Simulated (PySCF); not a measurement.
# SnSCl₂: singlet, from a PBE minimum start

The task is one start of a wider search on SnSCl₂: the singlet, from a PBE minimum start. It is relaxed, tested by its Hessian and followed downhill if it is a saddle.

The runs use PySCF 2.14.0; PBE, basis Sn def2-SVP with ECP28, S def2-SVP, Cl def2-SVP, scalar-relativistic core potentials, no spin–orbit coupling, density fitting.

**1. The starting structure**

4 atoms, charge 0, spin multiplicity 1.

Bond lengths: Sn1–S2 2.234 Å, Sn1–Cl3 2.358 Å, Sn1–Cl4 2.358 Å. Angles: S2–Sn1–Cl3 128.6°, S2–Sn1–Cl4 128.6°, Cl3–Sn1–Cl4 102.8°.

```xyz
4
charge 0 multiplicity 1
Sn    0.1417    0.0000    0.0000
S     2.3755    0.0000    0.0000
Cl   -1.3290    1.8430    0.0000
Cl   -1.3290   -1.8430    0.0000
```

**2. First SCF at the start**

One driver script runs all steps and calls PySCF; scf.py shows how it sets up the SCF of each step. The optimiser is the driver's own. After this first run the driver tries any further starts and a stability analysis.

Contents of scf.py:

```python
from pyscf import gto, scf, dft
mol = gto.M(atom='''
Sn     0.141750    -0.000000     0.000000
S      2.375510     0.000000     0.000000
Cl    -1.328980     1.843010     0.000000
Cl    -1.328980    -1.843010     0.000000''',
    basis={'Sn': 'def2-SVP', 'S': 'def2-SVP', 'Cl': 'def2-SVP'},
    ecp={'Sn': 'def2-SVP'},
    charge=0, spin=0)
mf = dft.RKS(mol, xc='PBE')
mf.grids.atom_grid = (50, 194)
aux = {'Sn': 'def2-universal-JKFIT', 'S': 'def2-universal-JKFIT', 'Cl': 'def2-universal-JKFIT'}
mf = mf.density_fit(auxbasis=aux)
mf.conv_tol = 1e-08
mf.diis_space = 10
mf.max_cycle = 60
mf.init_guess = 'minao'
mf.verbose = 4
mf.kernel()
```

Run with:

```
$ OMP_NUM_THREADS=2 python axn.py task.json out
```

After this run come: Relaxation: PBE minimum start, singlet; Is it a minimum? Harmonic modes.

What does the calculation give? Wanted: minimum; geometry; wavenumbers; dipole moment; highest occupied, lowest empty level; polar-tensor charge of Sn1; zero-point energy; atomisation energy.

**Answer**, as computed:

```
                                 quantity                                                                   value
                                  minimum                                                            singlet, C2v
                                 geometry  Sn–Cl 2.358 Å (×2), Sn–S 2.234 Å; Cl–Sn–Cl 102.8°, Cl–Sn–S 128.6° (×2)
                       wavenumbers (cm⁻¹)                92 (b1), 99 (b2), 114 (a1), 344 (a1), 366 (b2), 473 (a1)
                            dipole moment                                                                  0.79 D
     highest occupied, lowest empty level                                                         -6.38, -4.40 eV
               polar-tensor charge of Sn1                                                                 +1.33 e
                        zero-point energy                                                              8.9 kJ/mol
                      entropy at 298.15 K                                                         347.4 J/(mol K)
atomisation energy (no zero-point energy)                                                             1000 kJ/mol
```

**Reading.** The PBE minimum start keeps its C2v symmetry and ends in a minimum. The strongest infrared band lies at 366 cm⁻¹ (b2, stretch). Other starts or spin states, not run here, may lie lower.
